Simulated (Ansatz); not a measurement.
# Ti3W: one candidate structure

Aim: relax Ti3W from this start, TiAl3 (D0_22) type (I4/mmm, No. 139), and see where it ends.

Computed with Ansatz 0.2.0 (DFT PBE, scalar-relativistic, plane waves, PAW, unless a step's input says otherwise).

## (1) Starting point

The structure is tetragonal, space group I4/mmm (No. 139). Conventional cell: a = 3.770 Å, b = 3.770 Å, c = 8.422 Å, α = 90.00°, β = 90.00°, γ = 90.00°. Around Ti (site symmetry 4/mmm) lie 4 W at 2.67 Å and 8 Ti at 2.83 Å. Ti (site symmetry -4m2) is surrounded by 8 Ti at 2.67 to 2.83 Å and 4 W at 2.83 Å. Around W (site symmetry 4/mmm) lie 12 Ti at 2.67 to 2.83 Å.

Structure file:

```
Ti W
1.0
    -1.88512    1.88512    4.21091
     1.88512   -1.88512    4.21091
     1.88512    1.88512   -4.21091
Ti W
3 1
Direct
  0.50000 0.50000 0.00000
  0.25000 0.75000 0.50000
  0.75000 0.25000 0.50000
  0.00000 0.00000 0.00000
```

(A quick probe on a coarse mesh, which set the mesh and smearing, is not shown.)

## (3) A loose first relaxation

Input file input.yaml:

```yaml
crystal:
  lattice:
    - [-1.8851182017, 1.8851182017, 4.2109133857]
    - [1.8851182017, -1.8851182017, 4.2109133857]
    - [1.8851182017, 1.8851182017, -4.2109133857]
  atoms:
    - { symbol: Ti, position: [0.5, 0.5, 0.0] }
    - { symbol: Ti, position: [0.25, 0.75, 0.5] }
    - { symbol: Ti, position: [0.75, 0.25, 0.5] }
    - { symbol: W, position: [0.0, 0.0, 0.0] }
basis:
  ecutwfc: 420
kpoints:
  mp_grid: { grid: [6, 6, 6] }
hamiltonian:
  xc: pbe
scf:
  occupations: { method: gaussian, width: 0.1 }
  lower_state_search: "off"
output:
  forces: true
  stress: true
  eigenvalues: true
relax:
  adjacent_minimum: "off"
  f_tol: 0.04
  max_steps: 70
  cell: { stress_tol: 0.4 }
```

The run is started by

```bash
> ansatz run input.yaml --threads 1 --pin off --max-ram 2560MiB --backend cpu --events-out ev --progress --plain --runs-dir out
```

Further runs follow: relaxing cell and atoms.

Before running it: what results should come out?

The runs gave:

Formation energies count from the elements, computed with the same settings in runs not shown here.

```
                          quantity                                                                      value
               cell (conventional)  a = 3.825 Å, b = 3.825 Å, c = 9.107 Å, α = 90.00°, β = 90.00°, γ = 90.00°
                       space group                                                           I4/mmm (No. 139)
                            volume                                                              16.65 Å³/atom
                   gap on the mesh                                                               none (metal)
formation energy from the elements                                                             +0.125 eV/atom
```

The space group stayed I4/mmm, and from the first guess the volume went from 14.96 to 16.65 Å³/atom. The formation energy of +0.12 eV/atom is positive, so the elements lie lower than this structure; another structure of the compound can lie lower. The runs treat W without spin-orbit coupling.
